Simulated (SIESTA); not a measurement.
TaAs under changes of volume

One of the cells (17.396 Å³/atom); the others are scaled copies at fixed shape and fractional positions:

```
CELL_PARAMETERS angstrom
-1.72181 1.72181 5.86794
1.72181 -1.72181 5.86794
1.72181 1.72181 -5.86794
ATOMIC_POSITIONS crystal
Ta 0.49997 0.49997 0.00000
Ta 0.24997 0.74997 0.50000
As 0.08263 0.08263 0.00000
As 0.83263 0.33263 0.50000
```

The cell is a database's computed one.

| Property | Result |
| --- | --- |
| Program | SIESTA 5.4.2 |
| Functional | PBEsol |
| Potentials or basis | PseudoDojo 0.4 standard (PBEsol files) |
| Basis | DZP (energy shift 0.003 Ry; two zetas on semicore shells) |
| Grid cutoff | 800 Ry |
| Energy shift | 0.003 Ry |
| k mesh | 11 × 11 × 11 |
| Occupations | fermi-dirac, width 0.05 eV |
| Spin | no spin polarisation |

```csv
volume (Å³/atom),energy over the lowest point (meV/atom),pressure (GPa),largest force (eV/Å)
16.353,29.64,11.4,0.092
16.700,10.17,6.6,0.079
17.048,0.63,2.3,0.066
17.396,0.00,-1.6,0.055
17.744,7.37,-5.1,0.046
18.092,?,?,?
18.440,42.85,-11.0,0.030
```

Problem. What does the run at 18.092 Å³/atom give?

Solution. Energy over the lowest point 21.90 meV/atom; pressure -8.2 GPa; largest force 0.038 eV/Å.

Worked out: A Birch-Murnaghan fit of order 3 (a polynomial in V^(-2/3)) to the other rows has its minimum at 17.25 Å³/atom with B0 = V·E''(V) = 191 GPa and B' = 4.5 at fixed shape and positions, which overstates the stiffness. It gives 21.90 meV/atom at 18.092 Å³/atom, against the run's 21.90, and -dE/dV = -8.2 GPa, against -8.2.

Energies are extrapolated to zero smearing.

Caveats: short orbitals over semicore shells can move pressures by several GPa; the basis of atomic orbitals isn't converged, which shifts pressures, moduli and gaps.
